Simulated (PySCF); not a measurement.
# C4H7ClOSi2: the cost of one run

The runs use PySCF 2.14.0, with density-fitted response routines of our own; the level of theory stands in each step. All values are computed, except where a source is named. Atoms are numbered from 0 throughout.

**1. The starting structure**

15 atoms, charge 0, multiplicity 1; geometry from: GFN2-xTB.

Bonds of the start (Å): Si0–O1 1.62, O1–C2 1.34, C2–C3 1.35, C3–C4 1.45, C4–C5 1.34, C5–Cl6 1.72, C5–Si7 1.89, Si7–C2 1.90, Si0–H8 1.45, Si0–H9 1.46, Si0–H10 1.46, C3–H11 1.08, C4–H12 1.08, Si7–H13 1.46, Si7–H14 1.46.

**2. Excited states and response: CAM-B3LYP/def2-SVPD**

The job: settings as JSON, then the geometry in Å.

```
{"job": {"kind": "uv", "xc": "CAM-B3LYP", "basis": "def2-SVPD", "nstates": 8, "ntriplets": 3}, "charge": 0, "multiplicity": 1}
Si     2.804574    -0.238456     0.215720
O      1.377237    -0.947112    -0.089002
C      0.114704    -0.491163    -0.104708
C     -0.933770    -1.287003    -0.393515
C     -2.238446    -0.658594    -0.372860
C     -2.248480     0.647800    -0.068033
Cl    -3.692354     1.578322     0.010182
Si    -0.490418     1.274576     0.247972
H      3.673461    -1.388614     0.029139
H      3.053242     0.850241    -0.732137
H      2.830048     0.308058     1.574507
H     -0.838795    -2.335600    -0.629343
H     -3.122004    -1.238138    -0.593588
H     -0.261453     1.691324     1.628549
H     -0.031959     2.242350    -0.744795
```

Method: TDDFT CAM-B3LYP/def2-SVPD, vertical, gas phase, core orbitals frozen in the response.

The run is started by

```sh
$ OMP_NUM_THREADS=1 python probes_run.py task.json out
```

This one command runs all jobs of the session in turn.

**Question.** How long does this job take on 1 thread of Arm Neoverse V2, shared host, and how much memory does it need?

About 54 s, with a peak of 1 GiB.
